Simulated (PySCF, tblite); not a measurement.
# C2H9NSi: changes of charge, electronic excitations, EPR parameters, part 3 of 3

tblite 0.8.0 and PySCF 2.14.0. Atoms count from 0.

### Step 17. Electronic excitations: TDDFT B3LYP/def2-SVPD

What the job is given:

```
{"job": {"kind": "uv", "xc": "B3LYP", "basis": "def2-SVPD", "nstates": 6, "ntriplets": 0}, "charge": 0, "multiplicity": 1}
C     -0.275158     1.446864     0.198181
N     -0.044155     0.027211     0.277140
C     -1.245029    -0.768522     0.272487
Si     1.482904    -0.660520    -0.177653
H     -0.761979     1.757827    -0.749466
H     -0.928340     1.783201     1.024950
H      0.672494     2.000480     0.282489
H     -1.827126    -0.673373    -0.667626
H     -1.006119    -1.834488     0.408837
H     -1.914530    -0.472123     1.101474
H      1.585605    -2.014825     0.446013
H      1.699637    -0.836269    -1.656707
H      2.561767     0.243679     0.323788
```

Level: TDDFT B3LYP/def2-SVPD, vertical, gas phase, core orbitals frozen in the response.

The log of the run:

```text
coarse grid: 10440 points
cycle   1  E = -425.6263258258  dE =  4.317e-02  |g| = 3.479e-01  |ddm| = 4.539e+00
cycle   2  E = -425.5899131636  dE =  3.641e-02  |g| = 5.262e-01  |ddm| = 1.052e+00
cycle   3  E = -425.6563362218  dE = -6.642e-02  |g| = 6.354e-02  |ddm| = 6.226e-01
cycle   4  E = -425.6571020884  dE = -7.659e-04  |g| = 2.440e-02  |ddm| = 8.594e-02
cycle   5  E = -425.6572353722  dE = -1.333e-04  |g| = 4.527e-03  |ddm| = 2.972e-02
cycle   6  E = -425.6572401399  dE = -4.768e-06  |g| = 5.655e-04  |ddm| = 8.046e-03
final grid: 93688 points
cycle   7  E = -425.7148893951  dE = -2.281e-05  |g| = 4.282e-03  |ddm| = 7.491e-02
cycle   8  E = -425.7148856445  dE =  3.751e-06  |g| = 5.733e-03  |ddm| = 1.166e-02
cycle   9  E = -425.7148941729  dE = -8.528e-06  |g| = 7.603e-04  |ddm| = 6.410e-03
cycle  10  E = -425.7148942927  dE = -1.198e-07  |g| = 1.108e-04  |ddm| = 8.240e-04
cycle  11  E = -425.7148942952  dE = -2.435e-09  |g| = 3.053e-05  |ddm| = 2.157e-04
cycle  12  E = -425.7148942954  dE = -2.690e-10  |g| = 4.602e-06  |ddm| = 6.123e-05
converged SCF energy = -425.7148942954

Static polarisability (au): isotropic 64.033, principal 56.799 64.420 70.881

Singlet excitations
state   eV       nm        f      main configurations
  1   5.2819    234.7   0.01036   H->L 0.98
  2   5.9454    208.5   0.03746   H->L+1 0.96
  3   6.1981    200.0   0.00113   H->L+2 0.97
  4   6.5188    190.2   0.00464   H->L+3 0.98
  5   6.7709    183.1   0.00205   H->L+4 0.52, H->L+5 0.46
  6   6.7770    182.9   0.03158   H->L+5 0.52, H->L+4 0.45
```

Wall time 11 s (1 thread of Arm Neoverse V2, shared host); peak memory 0.7 GiB.

Frontier orbitals and where they lie:

| orbital | eV | atoms |
| --- | --- | --- |
| HOMO−3 | -9.71 | N1 28 %, Si3 15 %, C0 13 % |
| HOMO−2 | -9.29 | Si3 38 %, H11 25 %, H10 14 % |
| HOMO−1 | -9.27 | Si3 38 %, H12 26 %, H10 21 % |
| HOMO | -6.16 | N1 54 %, C0 8 %, C2 8 % |
| LUMO | 0.15 | Si3 27 %, C2 14 %, C0 13 % |
| LUMO+1 | 0.66 | Si3 45 %, H11 14 %, H10 12 % |
| LUMO+2 | 1.06 | Si3 29 %, C0 10 %, H11 10 % |

With each of the 6 states as a Gaussian band of 0.4 eV half-width at 1/e, the curve within the window shown has maxima at 208 nm (ε 1,600), 184 nm (ε 1,500) L/(mol cm). Beyond the last state computed it falls off for lack of states. The curve at chosen wavelengths:

nm, ε (L/mol/cm) and a bar:
```
      175        802 ##############
      179       1274 #######################
      182       1487 ############################
      186       1490 ############################
      189       1355 #########################
      193       1195 ######################
      196       1190 ######################
      200       1340 #########################
      203       1494 ############################
      207       1615 ##############################
      211       1558 #############################
      214       1410 ##########################
      218       1150 #####################
      221        961 #################
      225        762 ##############
      228        659 ############
      232        564 ##########
      236        490 ########
      239        435 #######
      243        357 ######
      246        296 #####
      250        219 ###
      253        168 ##
      257        112 #
      260         79 #
      264         48
```

Further results of this job:

| property | computed |
| --- | --- |
| dipole moment (D) | 0.89 |
| polarisability (Å³) | 9.49 |
| HOMO–LUMO gap (eV) | 6.31 |
| −ε(HOMO) (eV) | 6.16 |

### Step 18. EPR parameters (C2H9NSi+ (doublet), C[N+](C)[SiH3]): UKS B3LYP, pcH-1 on C H N Si

What the job is given:

```
{"job": {"kind": "epr", "basis": "pcH-1"}, "charge": 1, "multiplicity": 2}
C     -0.218532     1.474803     0.256100
N     -0.087946     0.058674     0.073721
C     -1.284563    -0.719937    -0.056677
Si     1.567289    -0.781884     0.028146
H     -1.208857     1.830806    -0.058719
H     -0.088765     1.704452     1.334293
H      0.581369     2.010308    -0.278446
H     -1.819024    -0.413741    -0.976519
H     -1.066051    -1.794394    -0.099626
H     -1.963472    -0.504905     0.789176
H      1.453526    -1.810390     1.091102
H      1.604334    -1.351815    -1.342626
H      2.538504     0.302538     0.289114
```

With the program's defaults for keys left out, this is: UKS B3LYP, pcH-1 on C H N Si, non-relativistic, mean-field spin-orbit, GIAO.

The log of the run:

```text
UKS, coarse grid
  cycle   1  E = -425.58472339  |g| = 2.33e-01
  cycle   2  E = -425.57586017  |g| = 2.81e-01
  cycle   3  E = -425.60710207  |g| = 6.43e-02
  cycle   4  E = -425.60866535  |g| = 1.66e-02
  cycle   5  E = -425.60879507  |g| = 5.67e-03
  cycle   6  E = -425.60881489  |g| = 2.03e-03
  cycle   7  E = -425.60881775  |g| = 4.44e-04
UKS, final grid
  cycle   1  E = -425.60880267  |g| = 2.89e-04
  cycle   2  E = -425.60880269  |g| = 2.79e-04
  cycle   3  E = -425.60880272  |g| = 6.19e-05
  cycle   4  E = -425.60880273  |g| = 3.48e-05
  cycle   5  E = -425.60880273  |g| = 1.39e-05
E = -425.60880273 Eh   <S^2> = 0.7545 (exact 0.7500)
g shifts (ppm)      1          2          3
  rmc          -203       -203       -203
  gc             -2         34         35
  oz_so         -29       2150       3039
  total        -234       1980       2870
hyperfine (MHz)  atom isotope    a_iso     a_fc   dipolar eigenvalues
    0   13C     -30.36     -30.41     -5.93     -0.04      5.97
    1   14N      39.72      39.72    -40.40    -39.92     80.31
    2   13C     -31.13     -31.17     -5.64      0.33      5.31
    3  29Si      31.53      31.61     -1.70     -0.14      1.84
    4    1H      22.43      22.42     -5.16     -3.60      8.76
    5    1H     196.64     196.64     -7.26     -3.63     10.89
    6    1H      77.95      77.94     -6.43     -3.78     10.21
    7    1H     158.90     158.90     -6.90     -3.57     10.47
    8    1H       0.90       0.88     -4.60     -4.25      8.85
    9    1H     137.78     137.78     -6.94     -3.25     10.20
   10    1H      58.90      58.90     -3.36     -1.95      5.32
   11    1H      77.31      77.31     -3.53     -1.70      5.23
   12    1H      -1.64      -1.64     -2.97     -2.78      5.75
```

Run time: 28 s. Hardware: 1 thread of Arm Neoverse V2, shared host; peak memory 0.6 GiB.

Principal g values 2.00208, 2.00430, 2.00519; g(iso) = 2.00386, against 2.00232 for a free electron.

Hyperfine couplings; where a row names several nuclei, a(iso) is their mean (it holds for fast rotation or exchange) and the dipolar term the largest among them:

| nuclei | isotope | a(iso) (MHz) | a(iso) (G, at g = 2.0023) | largest dipolar term (MHz) |
| --- | --- | --- | --- | --- |
| H4, H5, H6, H7, H8, H9 | 1H | 99.1 | 35.4 | 10.9 |
| H10, H11, H12 | 1H | 44.9 | 16.0 | 5.7 |
| N1 | 14N | 39.7 | 14.2 | 80.3 |
| Si3 | 29Si | 31.5 | 11.3 | 1.8 |
| C0, C2 | 13C | -30.7 | -11.0 | 6.0 |

Mulliken spin populations:

C0 -0.04; N1 0.82; C2 -0.04; Si3 -0.04; H4 0.01; H5 0.08; H6 0.03; H7 0.06; H8 0.00; H9 0.06; H10 0.03; H11 0.04; H12 0.00

In first order the couplings over 0.8 MHz of 1H, 14N give 84 distinct lines over 288.5 G, if the averaged nuclei exchange fast.

### Step 19. Spectra of the species

What the job is given:

```
{"job": {"kind": "rx", "dirs": [1], "geom": {"xc": "PBE0", "basis": "def2-SVP", "d3": "d3bj", "grid": 1}, "hess": 1, "level": {"xc": "wB97X", "basis": "ma-def2-TZVP", "d3": "d3bj", "solvents": ["dichloromethane"]}, "spectra": true}, "charge": 0, "multiplicity": 1}
C     -0.275158     1.446864     0.198181
N     -0.044155     0.027211     0.277140
C     -1.245029    -0.768522     0.272487
Si     1.482904    -0.660520    -0.177653
H     -0.761979     1.757827    -0.749466
H     -0.928340     1.783201     1.024950
H      0.672494     2.000480     0.282489
H     -1.827126    -0.673373    -0.667626
H     -1.006119    -1.834488     0.408837
H     -1.914530    -0.472123     1.101474
H      1.585605    -2.014825     0.446013
H      1.699637    -0.836269    -1.656707
H      2.561767     0.243679     0.323788
```

The log of the run:

```text
uv CN(C)[SiH3] +0: TDDFT B3LYP/def2-SVPD, vertical, gas phase, core orbitals frozen in the response
epr C[N+](C)[SiH3] +1: UKS B3LYP, pcH-1 on C H N Si, non-relativistic, mean-field spin-orbit, GIAO
```

It took 39 s on 1 thread of Arm Neoverse V2, shared host; peak memory 0.6 GiB.

This step only lists the spectra that were run on the species above.

### Step 20. Single point (C₂H₉NSi+ (doublet)): wB97X-D3(BJ)/def2-SV(P)

Geometry: PBE0-D3(BJ)/def2-SVP, that of another charge or spin state.

The job, as its differences from that of step 19:

```diff
@@ -1,2 +1,2 @@
-{"job": {"kind": "rx", "dirs": [1], "geom": {"xc": "PBE0", "basis": "def2-SVP", "d3": "d3bj", "grid": 1}, "hess": 1, "level": {"xc": "wB97X", "basis": "ma-def2-TZVP", "d3": "d3bj", "solvents": ["dichloromethane"]}, "spectra": true}, "charge": 0, "multiplicity": 1}
+{"job": {"kind": "sp", "xc": "wB97X", "basis": "def2-SV(P)", "d3": "d3bj", "grid": 2}, "charge": 1, "multiplicity": 2}
 C     -0.275158     1.446864     0.198181
```

The log of the run:

```text
coarse grid: 10440 points
cycle   1  E = -425.3359228179  dE =  5.297e-01  |g| = 2.913e-01  |ddm| = 2.209e+00
cycle   2  E = -425.3677680456  dE = -3.185e-02  |g| = 2.368e-01  |ddm| = 5.635e-01
cycle   3  E = -425.3940600827  dE = -2.629e-02  |g| = 4.399e-02  |ddm| = 1.935e-01
cycle   4  E = -425.3953058861  dE = -1.246e-03  |g| = 1.558e-02  |ddm| = 6.146e-02
cycle   5  E = -425.3955708434  dE = -2.650e-04  |g| = 6.280e-03  |ddm| = 2.311e-02
cycle   6  E = -425.3956430223  dE = -7.218e-05  |g| = 2.447e-03  |ddm| = 1.302e-02
cycle   7  E = -425.3956569213  dE = -1.390e-05  |g| = 5.788e-04  |ddm| = 6.358e-03
cycle   8  E = -425.3956578959  dE = -9.746e-07  |g| = 2.348e-04  |ddm| = 1.649e-03
final grid: 93688 points
cycle   9  E = -425.4449180839  dE = -7.921e-06  |g| = 1.002e-03  |ddm| = 6.250e-03
cycle  10  E = -425.4449185595  dE = -4.756e-07  |g| = 6.201e-04  |ddm| = 1.600e-03
cycle  11  E = -425.4449187673  dE = -2.078e-07  |g| = 1.324e-04  |ddm| = 5.543e-04
cycle  12  E = -425.4449188067  dE = -3.936e-08  |g| = 7.587e-05  |ddm| = 3.205e-04
cycle  13  E = -425.4449188161  dE = -9.412e-09  |g| = 3.701e-05  |ddm| = 1.387e-04
converged SCF energy = -425.4449188161
```

Wall time 4.2 s (1 thread of Arm Neoverse V2, shared host); peak memory 0.49 GiB.

Energy -425.444919 Eh. This run belongs to a set with a faulty input, which the set's summary names.

### Step 21. Single point (C₂H₉NSi): wB97X-D3(BJ)/def2-SV(P)

Geometry: PBE0-D3(BJ)/def2-SVP, that of another charge or spin state.

What the job is given:

```
{"job": {"kind": "sp", "xc": "wB97X", "basis": "def2-SV(P)", "d3": "d3bj", "grid": 2}, "charge": 0, "multiplicity": 1}
C     -0.218532     1.474803     0.256100
N     -0.087946     0.058674     0.073721
C     -1.284563    -0.719937    -0.056677
Si     1.567289    -0.781884     0.028146
H     -1.208857     1.830806    -0.058719
H     -0.088765     1.704452     1.334293
H      0.581369     2.010308    -0.278446
H     -1.819024    -0.413741    -0.976519
H     -1.066051    -1.794394    -0.099626
H     -1.963472    -0.504905     0.789176
H      1.453526    -1.810390     1.091102
H      1.604334    -1.351815    -1.342626
H      2.538504     0.302538     0.289114
```

The log of the run:

```text
coarse grid: 10440 points
cycle   1  E = -425.6640624110  dE =  1.179e-01  |g| = 3.047e-01  |ddm| = 3.157e+00
cycle   2  E = -425.6763510432  dE = -1.229e-02  |g| = 2.610e-01  |ddm| = 4.888e-01
cycle   3  E = -425.6907332910  dE = -1.438e-02  |g| = 3.579e-02  |ddm| = 2.354e-01
cycle   4  E = -425.6911049800  dE = -3.717e-04  |g| = 5.318e-03  |ddm| = 5.282e-02
cycle   5  E = -425.6911150958  dE = -1.012e-05  |g| = 8.942e-04  |ddm| = 1.212e-02
cycle   6  E = -425.6911155305  dE = -4.347e-07  |g| = 2.680e-04  |ddm| = 2.944e-03
final grid: 93688 points
cycle   7  E = -425.7406247782  dE = -7.715e-06  |g| = 1.372e-03  |ddm| = 9.283e-03
cycle   8  E = -425.7406251333  dE = -3.552e-07  |g| = 8.740e-04  |ddm| = 2.463e-03
cycle   9  E = -425.7406253238  dE = -1.905e-07  |g| = 9.826e-05  |ddm| = 8.479e-04
cycle  10  E = -425.7406253278  dE = -3.937e-09  |g| = 5.981e-05  |ddm| = 2.582e-04
converged SCF energy = -425.7406253278
```

Wall time 2.1 s (1 thread of Arm Neoverse V2, shared host); peak memory 0.49 GiB.

Energy -425.740625 Eh. This run belongs to a set with a faulty input, which the set's summary names.

### Step 22. Single point (C₂H₉NSi+ (doublet), C[N+](C)[SiH3]): wB97X-D3(BJ)/def2-SV(P)

Geometry: PBE0-D3(BJ)/def2-SVP.

The job, as its differences from that of step 21:

```diff
@@ -1,2 +1,2 @@
-{"job": {"kind": "sp", "xc": "wB97X", "basis": "def2-SV(P)", "d3": "d3bj", "grid": 2}, "charge": 0, "multiplicity": 1}
+{"job": {"kind": "sp", "xc": "wB97X", "basis": "def2-SV(P)", "d3": "d3bj", "grid": 2}, "charge": 1, "multiplicity": 2}
 C     -0.218532     1.474803     0.256100
```

The log of the run:

```text
final grid: 93688 points
cycle   1  E = -425.4012871941  dE = -1.420e-02  |g| = 3.623e-01  |ddm| = 6.533e-01
cycle   2  E = -425.4057944950  dE = -4.507e-03  |g| = 3.493e-01  |ddm| = 4.969e-01
cycle   3  E = -425.4601432007  dE = -5.435e-02  |g| = 1.418e-02  |ddm| = 2.607e-01
cycle   4  E = -425.4604533001  dE = -3.101e-04  |g| = 8.607e-03  |ddm| = 2.828e-02
cycle   5  E = -425.4605441488  dE = -9.085e-05  |g| = 2.680e-03  |ddm| = 1.303e-02
cycle   6  E = -425.4605622919  dE = -1.814e-05  |g| = 6.022e-04  |ddm| = 7.805e-03
cycle   7  E = -425.4605627990  dE = -5.071e-07  |g| = 1.695e-04  |ddm| = 1.309e-03
cycle   8  E = -425.4605628512  dE = -5.219e-08  |g| = 4.840e-05  |ddm| = 5.024e-04
cycle   9  E = -425.4605628567  dE = -5.512e-09  |g| = 1.531e-05  |ddm| = 1.724e-04
converged SCF energy = -425.4605628567
```

It took 4.7 s on 1 thread of Arm Neoverse V2, shared host; peak memory 0.5 GiB.

Energy -425.460563 Eh. This run belongs to a set with a faulty input, which the set's summary names.

### Step 23. Changes of charge: wB97X-D3(BJ)/ma-def2-TZVP

This step combines the energies above: geometries from PBE0-D3(BJ)/def2-SVP, zero-point and thermal terms from PBE0-D3(BJ)/def2-SVP.

What the job is given:

```
{"job": {"kind": "rx", "dirs": [1], "geom": {"xc": "PBE0", "basis": "def2-SVP", "d3": "d3bj", "grid": 1}, "hess": 1, "level": {"xc": "wB97X", "basis": "ma-def2-TZVP", "d3": "d3bj", "basis_products": "def2-SV(P)"}}, "charge": 0, "multiplicity": 1}
C     -0.275158     1.446864     0.198181
N     -0.044155     0.027211     0.277140
C     -1.245029    -0.768522     0.272487
Si     1.482904    -0.660520    -0.177653
H     -0.761979     1.757827    -0.749466
H     -0.928340     1.783201     1.024950
H      0.672494     2.000480     0.282489
H     -1.827126    -0.673373    -0.667626
H     -1.006119    -1.834488     0.408837
H     -1.914530    -0.472123     1.101474
H      1.585605    -2.014825     0.446013
H      1.699637    -0.836269    -1.656707
H      2.561767     0.243679     0.323788
```

Output (the driver's rows laid out field by field):

```text
ionisation and electron attachment, wB97X-D3(BJ)/ma-def2-TZVP // PBE0-D3(BJ)/def2-SVP

row 1
  change                  oxidation
  charge                  1
  multiplicity            2
  vertical_ev             15.9528
  vertical_s2             0.755
  formula                 C2H9NSi
  smiles                  C[N+](C)[SiH3]
  kept                    yes
  pieces                  1
  point_group             C1
  adiabatic_electronic_ev 15.5271
  adiabatic_ev            15.4776
  free_energy_ev          15.4349
  s2                      0.755
  bonds_moved             1 3 1.735 1.857; 3 11 1.505 1.485; 3 12 1.494 1.479; 0 4 1.11 1.098
  spin_on                 1 N 0.85
  charge_moved            1 N 0.419; 11 H 0.109; 7 H 0.082
  vertical_back_ev        7.6209
  relaxation_parent_ev    7.9062
  relaxation_ion_ev       0.4257
  reorganisation_ev       8.3319
```

It took 20 s on 1 thread of Arm Neoverse V2, shared host; peak memory 0.5 GiB.

What is wrong: the input is at fault (the products take a smaller basis than the parent), so its values are no properties of the molecule.

### Step 24. What came out

What follows sums up all 3 parts.

| quantity | value |
| --- | --- |
| strongest single infrared mode (GFN2-xTB) | 829 cm⁻¹, 419 km/mol |
| zero-point energy (GFN2-xTB) | 65.4 kcal/mol |
| point group | Cs |
| rotational constants (main isotopes) | 8.41, 4.41, 3.12 GHz |
| ionisation energy (wB97X-D3(BJ)/ma-def2-TZVP) | vertical 8.54 eV, adiabatic 8.10 eV |
| lowest singlet (B3LYP/def2-SVPD) | 5.28 eV (235 nm), f = 0.010 |
| brightest single state of those computed | state 2, 5.95 eV, f = 0.037 |
| runs | 0 failed, 1 ended on unsound input |

In words: All 33 modes are real, so the xTB geometry is a minimum. The strongest single mode, at 829 cm⁻¹, moves mainly H10, H11 and H12. GFN2-xTB is a fitted tight-binding method: band positions and strengths are rough. Its intensities can rank the bands wrongly. Relaxing lowered the energy by 0.077 eV in 3 steps; the close pair that moved most is Si3–H12, from 1.462 to 1.494 Å (PBE0/def2-SVP). At wB97X-D3(BJ)/ma-def2-TZVP, relaxation with the zero-point term after oxidation moves the energy taken up from 8.54 eV (vertical) to 8.10 eV (adiabatic, with zero-point energy). The first singlet state (HOMO→LUMO 0.98) lies at 5.28 eV and is weak; of the 6 states computed, the strongest absorption comes from state 2 at 5.95 eV (the last state computed is bright too, and its partners may lie past the list).
